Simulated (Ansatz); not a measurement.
A nudged elastic band was laid between two geometries of a periodic cell of 63 atoms, Si$_{62}$As (host Si, host structure diamond, dopant As, one Si atom removed), cell charge +1.

Computed with DFT LDA, scalar-relativistic, plane waves, PAW in Ansatz 0.2.0. Settings: PAW set soft_1, cutoff 420 eV, k mesh 1x1x1, fermi-dirac smearing 0.05 eV, no spin polarisation.

```yaml
movable_images: 5
climbing_image: yes
spring: 5.0 eV/Å²
optimiser: quadratic models (default)
start_path: IDPP
force_threshold: 0.03 eV/Å
iteration_limit: 80
end_points: relaxed
```

Image 0:

```xyz
63
Lattice="10.8600 0.0000 0.0000 0.0000 10.8600 0.0000 0.0000 0.0000 10.8600" Properties=species:S:1:pos:R:3
Si 5.415 0.005 -0.015
Si 6.759 1.365 1.350
Si 8.141 2.723 -0.006
Si 9.486 4.078 1.368
Si 8.142 0.050 2.667
Si 9.474 1.331 4.095
Si -0.025 0.009 0.003
Si 1.338 1.358 1.355
Si 2.703 2.718 -0.002
Si 4.064 4.083 1.356
Si 5.412 5.447 0.003
Si 6.798 6.808 1.388
Si 8.140 8.140 0.003
Si 9.475 9.480 1.387
Si 2.690 0.005 2.711
Si 4.058 1.363 4.052
Si 5.418 2.730 2.711
Si 6.782 4.067 4.078
Si 8.139 5.441 2.744
Si 9.493 6.788 4.115
Si 5.380 0.038 5.424
Si 6.798 1.326 6.766
Si 8.140 2.715 5.437
Si 9.503 4.062 6.798
Si 8.139 -0.030 8.134
Si 9.484 1.347 9.497
Si -0.007 5.428 0.008
Si 1.346 6.797 1.366
Si 2.703 8.143 -0.005
Si 4.060 9.523 1.356
Si -0.024 2.711 2.707
Si 1.351 4.073 4.078
Si 2.711 5.447 2.704
Si 4.091 6.808 4.094
Si 5.381 8.150 2.679
Si -0.019 -0.028 5.434
Si 1.346 1.349 6.778
Si 2.703 2.722 5.434
Si 4.075 4.077 6.780
Si 5.449 5.442 5.433
Si 6.821 6.790 6.784
As 7.996 8.290 5.288
Si 9.496 9.460 6.789
Si 2.711 0.010 8.127
Si 4.061 1.359 9.493
Si 5.413 2.710 8.129
Si 6.786 4.073 9.502
Si 8.155 5.429 8.146
Si 9.501 6.779 9.514
Si -0.017 8.141 2.744
Si 1.354 9.499 4.078
Si -0.007 5.426 5.448
Si 1.358 6.777 6.797
Si 2.706 8.139 5.437
Si 4.093 9.481 6.767
Si -0.006 2.707 8.148
Si 1.351 4.070 9.507
Si 2.714 5.427 8.148
Si 4.074 6.797 9.497
Si 5.451 8.142 8.134
Si 6.782 9.499 9.509
Si -0.004 8.125 8.151
Si 1.352 9.497 9.503
```

Image 6:

```xyz
63
Lattice="10.8600 0.0000 0.0000 0.0000 10.8600 0.0000 0.0000 0.0000 10.8600" Properties=species:S:1:pos:R:3
Si 5.418 0.012 -0.014
Si 6.762 1.358 1.357
Si 8.149 2.707 0.008
Si 9.515 4.082 1.371
Si 8.101 -0.004 2.719
Si 9.471 1.353 4.062
Si -0.008 -0.008 -0.002
Si 1.345 1.364 1.351
Si 2.709 2.721 -0.006
Si 4.066 4.085 1.351
Si 5.438 5.438 -0.002
Si 6.777 6.819 1.362
Si 8.139 8.151 -0.008
Si 9.471 9.513 1.362
Si 2.701 0.012 2.703
Si 4.072 1.358 4.047
Si 5.418 2.729 2.703
Si 6.781 4.073 4.066
Si 8.115 5.454 2.722
Si 9.571 6.719 4.028
Si 5.434 -0.004 5.386
Si 6.777 1.353 6.756
Si 8.139 2.723 5.424
Si 9.500 4.067 6.785
Si 8.115 -0.007 8.121
Si 9.515 1.344 9.493
Si -0.004 5.434 -0.001
Si 1.348 6.775 1.371
Si 2.723 8.141 0.008
Si 4.072 9.528 1.357
Si -0.008 2.717 2.723
Si 1.373 4.057 4.075
Si 2.713 5.438 2.723
Si 4.077 6.819 4.062
Si 5.434 8.189 2.719
Si -0.024 -0.007 5.400
Si 1.348 1.344 6.800
Si 2.723 2.707 5.434
Si 4.086 4.082 6.800
Si 5.437 5.454 5.400
Si 6.743 6.719 6.856
As 6.938 9.352 4.223
Si 9.571 9.547 6.856
Si 2.713 -0.008 8.137
Si 4.066 1.364 9.490
Si 5.438 2.717 8.137
Si 6.790 4.057 9.518
Si 8.156 5.423 8.152
Si 9.500 6.790 9.508
Si -0.024 8.175 2.722
Si 1.357 9.509 4.066
Si 0.007 5.423 5.441
Si 1.363 6.790 6.785
Si 2.707 8.151 5.424
Si 4.077 9.513 6.756
Si -0.004 2.716 8.141
Si 1.356 4.074 9.501
Si 2.714 5.434 8.141
Si 4.086 6.775 9.493
Si 5.437 8.175 8.121
Si 6.781 9.509 9.502
Si 0.007 8.134 8.152
Si 1.373 9.500 9.518
```

Q: Which bonds break or form, and what moves?

A: The atom that moves furthest is As42, by 1.84 Å; four of its nearest neighbours are Si41 2.42, Si43 2.42, Si20 2.42, Si21 3.70 Å at the first end and Si5 2.42, Si21 2.42, Si35 2.42, Si20 3.73 Å at the last.

Q: What energy profile does the band end with?

A: It converged. The highest image is number 3 of 0 to 6, 0.69 eV above the first end and 0.70 eV above the last; the last end lies 0.00 eV below the first. By the program's own check the climbing image is a first-order saddle point (lowest curvatures found: -4.04 and 0.15 eV/Å²). Limits of this set-up: coarse k mesh, PAW files made for another functional, no spin, though dangling bonds at a vacancy may carry it, a typed lattice constant that wasn't relaxed here, charged cell in a uniform background, uncorrected.

```json
{"image": "0", "path coordinate (Å)": "0.00", "energy (eV)": "0.00", "Si20–As42 (Å)": "2.42", "Si41–As42 (Å)": "2.42", "As42–Si43 (Å)": "2.42"}
{"image": "1", "path coordinate (Å)": "0.38", "energy (eV)": "0.10", "Si20–As42 (Å)": "2.48", "Si41–As42 (Å)": "2.48", "As42–Si43 (Å)": "2.48"}
{"image": "2", "path coordinate (Å)": "0.76", "energy (eV)": "0.45", "Si20–As42 (Å)": "2.62", "Si41–As42 (Å)": "2.66", "As42–Si43 (Å)": "2.61"}
{"image": "3", "path coordinate (Å)": "1.14", "energy (eV)": "0.69", "Si20–As42 (Å)": "2.85", "Si41–As42 (Å)": "2.93", "As42–Si43 (Å)": "2.82"}
{"image": "4", "path coordinate (Å)": "1.51", "energy (eV)": "0.45", "Si20–As42 (Å)": "3.15", "Si41–As42 (Å)": "3.21", "As42–Si43 (Å)": "3.13"}
{"image": "5", "path coordinate (Å)": "1.88", "energy (eV)": "0.11", "Si20–As42 (Å)": "3.47", "Si41–As42 (Å)": "3.50", "As42–Si43 (Å)": "3.46"}
{"image": "6", "path coordinate (Å)": "2.26", "energy (eV)": "0.00", "Si20–As42 (Å)": "3.73", "Si41–As42 (Å)": "3.73", "As42–Si43 (Å)": "3.73"}
```

Q: What is the geometry of the highest image?

A: 
```xyz
63
Lattice="10.8600 0.0000 0.0000 0.0000 10.8600 0.0000 0.0000 0.0000 10.8600" Properties=species:S:1:pos:R:3
Si 5.439 -0.011 0.030
Si 6.815 1.278 1.437
Si 8.136 2.692 0.024
Si 9.514 4.077 1.350
Si 8.187 -0.099 2.815
Si 9.510 1.361 4.078
Si 0.003 0.020 -0.007
Si 1.379 1.348 1.368
Si 2.711 2.718 -0.002
Si 4.084 4.045 1.371
Si 5.406 5.424 -0.002
Si 6.788 6.789 1.359
Si 8.144 8.146 -0.004
Si 9.509 9.497 1.357
Si 2.734 -0.009 2.725
Si 4.123 1.301 4.100
Si 5.440 2.683 2.727
Si 6.783 4.067 4.070
Si 8.128 5.436 2.709
Si 9.418 6.871 4.027
Si 5.496 -0.069 5.465
Si 6.788 1.358 6.790
Si 8.143 2.718 5.430
Si 9.486 4.102 6.774
Si 8.129 0.010 8.141
Si 9.515 1.366 9.502
Si -0.018 5.447 -0.031
Si 1.356 6.766 1.349
Si 2.709 8.147 -0.003
Si 4.114 9.476 1.405
Si 0.004 2.724 2.693
Si 1.344 4.086 4.078
Si 2.713 5.424 2.698
Si 4.073 6.790 4.081
Si 5.483 8.111 2.772
Si -0.002 0.013 5.422
Si 1.358 1.367 6.809
Si 2.717 2.712 5.427
Si 4.061 4.078 6.804
Si 5.426 5.436 5.418
Si 6.742 6.835 6.740
As 7.495 8.849 4.742
Si 9.408 9.552 6.693
Si 2.713 0.017 8.152
Si 4.084 1.345 9.530
Si 5.405 2.720 8.151
Si 6.786 4.065 9.511
Si 8.110 5.472 8.102
Si 9.485 6.802 9.471
Si -0.003 8.154 2.706
Si 1.356 9.505 4.071
Si -0.072 5.496 5.397
Si 1.316 6.803 6.772
Si 2.704 8.144 5.432
Si 4.073 9.494 6.788
Si -0.016 2.745 8.131
Si 1.355 4.074 9.503
Si 2.678 5.448 8.128
Si 4.061 6.770 9.498
Si 5.426 8.156 8.141
Si 6.783 9.506 9.507
Si -0.081 8.180 8.070
Si 1.337 9.496 9.483
```

Run time: 5.1 min on 4 threads of Arm Neoverse V1 (shared host), peak memory 3.4 GiB.
